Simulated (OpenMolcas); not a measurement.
**Pd⁴⁺ in Cs2ZrCl6: CASSCF and CASPT2 levels and susceptibility**

Which state of Pd⁴⁺ lies lowest among these ligands, how large is the field, and what χT follows?

The numbers are computed with OpenMolcas 26.06 (state-averaged CASSCF and CASPT2, spin-orbit coupling by RASSI with atomic mean-field integrals), except any that are marked as measured or tabulated.

**1. The atom as given**

| Quantity | Value |
| --- | --- |
| Species | Pd⁴⁺ (palladium, Z = 46, 42 electrons) |
| Basis | ANO-RCC-VDZP [6s5p3d1f], 151 functions with the ligands |
| Scalar Hamiltonian | DKH2, point nucleus |
| Inactive shells | 1s 2s 2p 3s 3p 3d 4s 4p of the metal, and all ligand shells |
| Active space | 6 electrons in 5 orbitals (4d) |
| Some configurations of this space | 4d⁶ |
| Orbitals | optimised for each spin and parity, averaged over all roots |

The outer shells:

4d6
```
4d [↑↓][↑ ][↑ ][↑ ][↑ ]
```

Pd⁴⁺ is taken with its 6 nearest chloride ions at 2.241 Å, on the cation site of Cs2ZrCl6 (a = 10.407 Å). The rest of the host is ab initio model potentials to 7.6 Å and point charges beyond; the distance is set by hand, nothing relaxes, and no local charge compensation is placed. Ligand basis ANO-RCC-VDZP.

```xyz
15

Pd    0.0000    0.0000    0.0000
Cl    2.2410    0.0000    0.0000
Cl    0.0000    2.2410    0.0000
Cl   -2.2410    0.0000    0.0000
Cl    0.0000   -2.2410    0.0000
Cl    0.0000    0.0000    2.2410
Cl    0.0000    0.0000   -2.2410
Cs    2.6018   -2.6018   -2.6018
Cs   -2.6018    2.6018    2.6018
Cs    2.6018   -2.6018    2.6018
Cs   -2.6018    2.6018   -2.6018
Cs    2.6018    2.6018   -2.6018
Cs   -2.6018   -2.6018    2.6018
Cs    2.6018    2.6018    2.6018
Cs   -2.6018   -2.6018   -2.6018
```

Each step is its own input file, run in one work folder so that later steps find the files of earlier ones. Labels, J, g values, rates, χT and fits are worked out afterwards by a script from the matrices that RASSI stores.

**2. GATEWAY and SEWARD: basis and integrals**

Input file a.inp:

```
&GATEWAY
Basis set
Pd.ANO-RCC-VDZP.
Pd1 0.0 0.0 0.0 Angstrom
End of basis
Basis set
Cl.ANO-RCC-VDZP.
L1 2.241000 0.000000 0.000000 Angstrom
L2 0.000000 2.241000 0.000000 Angstrom
L3 0.000000 0.000000 2.241000 Angstrom
End of basis
Basis set
Cs.EMB-AIMP.Seijo.0s.0s.ECP.Cs2ZrCl6.
PseudoCharge
* 4 symmetry-unique lattice sites within 7.6 angstrom
End of basis
Basis set
Cl.EMB-AIMP.Seijo.0s.0s.ECP.Cs2ZrCl6.
PseudoCharge
* 12 symmetry-unique lattice sites within 7.6 angstrom
End of basis
Basis set
Zr.EMB-AIMP.Seijo.0s.0s.ECP.Cs2ZrCl6.
PseudoCharge
* 6 symmetry-unique lattice sites within 7.6 angstrom
End of basis
Symmetry
XYZ
AngMom=0.0 0.0 0.0
AMFI
RICD
XField
1385 Angstrom 0
* Evjen-weighted lattice charges
&SEWARD
```

Command:

```bash
OMP_NUM_THREADS=1 MOLCAS_MEM=2457 MOLCAS_PROJECT=a pymolcas a.inp > a.log
```

**3. CASSCF: quintets, 5 roots**

Input file a.inp:

```
&RASSCF
FileOrb=start.orb
Symmetry=1
Spin=5
nActEl=6 0 0
Inactive=36 36
Ras2=5 0
CIRoot=5 5 1
SDav=5
CIMx=300
Iter=150 100
PrWF=0.3
OrbListing=Nothing
MaxOrb=0
LevShft=1.0
>>> COPY $Project.JobIph JOB001
```

start.orb holds start orbitals that the driver prepared beforehand, or those of the step before.

**4. Reference wave functions, triplets, 45 roots**

Input file a.inp:

```
&RASSCF
FileOrb=start.orb
Symmetry=1
Spin=3
nActEl=6 0 0
Inactive=36 36
Ras2=5 0
CIRoot=45 45 1
SDav=45
CIMx=300
Iter=150 100
PrWF=0.3
OrbListing=Nothing
MaxOrb=0
LevShft=1.0
>>> COPY $Project.JobIph JOB002
```

**5. Reference wave functions, singlets, 50 roots**

Input file a.inp:

```
&RASSCF
FileOrb=start.orb
Symmetry=1
Spin=1
nActEl=6 0 0
Inactive=36 36
Ras2=5 0
CIRoot=50 50 1
SDav=50
CIMx=300
Iter=150 100
PrWF=0.3
OrbListing=Nothing
MaxOrb=0
LevShft=1.0
>>> COPY $Project.JobIph JOB003
```

**6. RASSI: spin-orbit coupling between the states**

Input file a.inp:

```
&RASSI
NrOfJobIphs=3 5 45 50
1 2 3 4 5
1 2 3 4 5 6 7 8 9 10 11 12 13 14 15 16 17 18 19 20 21 22 23 24 25 26 27
28 29 30 31 32 33 34 35 36 37 38 39 40 41 42 43 44 45
1 2 3 4 5 6 7 8 9 10 11 12 13 14 15 16 17 18 19 20 21 22 23 24 25 26 27
28 29 30 31 32 33 34 35 36 37 38 39 40 41 42 43 44 45 46 47 48 49 50
IphNames
JOB001
JOB002
JOB003
EJob
SpinOrbit
DIPRint=1.0
SOCoupling=1000.0
Subsets=2
Property=9
'ANGMOM' 1 'ANGMOM' 2 'ANGMOM' 3 'MLTPL  1' 1 'MLTPL  1' 2 'MLTPL  1' 3
'AMFI' 1 'AMFI' 2 'AMFI' 3
SOProperty=3
'ANGMOM' 1 'ANGMOM' 2 'ANGMOM' 3
```

**7. CASPT2: IPEA 0.25, imaginary shift 0.1 (closed shells correlated: 4s 4p of the metal, with ligand shells; the Frozen line counts the rest)**

Input file a.inp:

```
>>> COPY JOB001 $Project.JobIph
&CASPT2
Multistate=5 1 2 3 4 5
NoMult
Frozen=23 21
IPEA=0.25
Imaginary=0.1
MaxIter=60
WThr=0.0 0.3 0.05
PrWF=0.5
NoMix
>>> COPY JOB002 $Project.JobIph
&CASPT2
Multistate=45 1 2 3 4 5 6 7 8 9 10 11 12 13 14 15 16 17 18 19 20 21 22
23 24 25 26 27 28 29 30 31 32 33 34 35 36 37 38 39 40 41 42 43 44 45
NoMult
Frozen=23 21
IPEA=0.25
Imaginary=0.1
MaxIter=60
WThr=0.0 0.3 0.05
PrWF=0.5
NoMix
>>> COPY JOB003 $Project.JobIph
&CASPT2
Multistate=50 1 2 3 4 5 6 7 8 9 10 11 12 13 14 15 16 17 18 19 20 21 22
23 24 25 26 27 28 29 30 31 32 33 34 35 36 37 38 39 40 41 42 43 44 45 46
47 48 49 50
NoMult
Frozen=23 21
IPEA=0.25
Imaginary=0.1
MaxIter=60
WThr=0.0 0.3 0.05
PrWF=0.5
NoMix
```

(Steps that only read results are left out.)

**Question.** What will these runs give? Wanted: spin-free ground state; first state of the same spin within the active space; lowest level; next level.

The runs gave:

| quantity | value |
| --- | --- |
| method | SS-CASPT2, IPEA 0.25, imaginary shift 0.1 (closed shells correlated: 4s 4p of the metal, with ligand shells; the Frozen line counts the rest) |
| spin-free ground state | singlet, 1-fold in its orbital part |
| first state of the same spin within the active space | 1T2 at 25600 cm⁻¹ |
| lowest level | 1-fold |
| next level | 23748.0 cm⁻¹ |
| χT at 300 K | 0.00 cm³ K/mol |
| effective moment at 300 K | 0.17 μB |

Cost by method:

```
                                              method  time of its own steps  time with the reference
                                           A. CASSCF                   53 s                     53 s
B. SS-CASPT2, IPEA 0.25, imaginary shift 0.1, +4s 4p                  4 min                  4.9 min
```

Times are of one thread on a shared host.

In words: The spin-free ground state (singlet) is 1-fold and has less than the highest spin computed. CASPT2 does not keep the components of a term degenerate, and the means are used. Reference weights range from 0.53 to 0.63, which points to intruder states or a small active space for some roots. With metal d orbitals alone active, the gaps between spin states are rough; where two lie within a few thousand cm-1, their order is open. The bonds are covalent and no ligand orbital is active, so the numbers are rough.
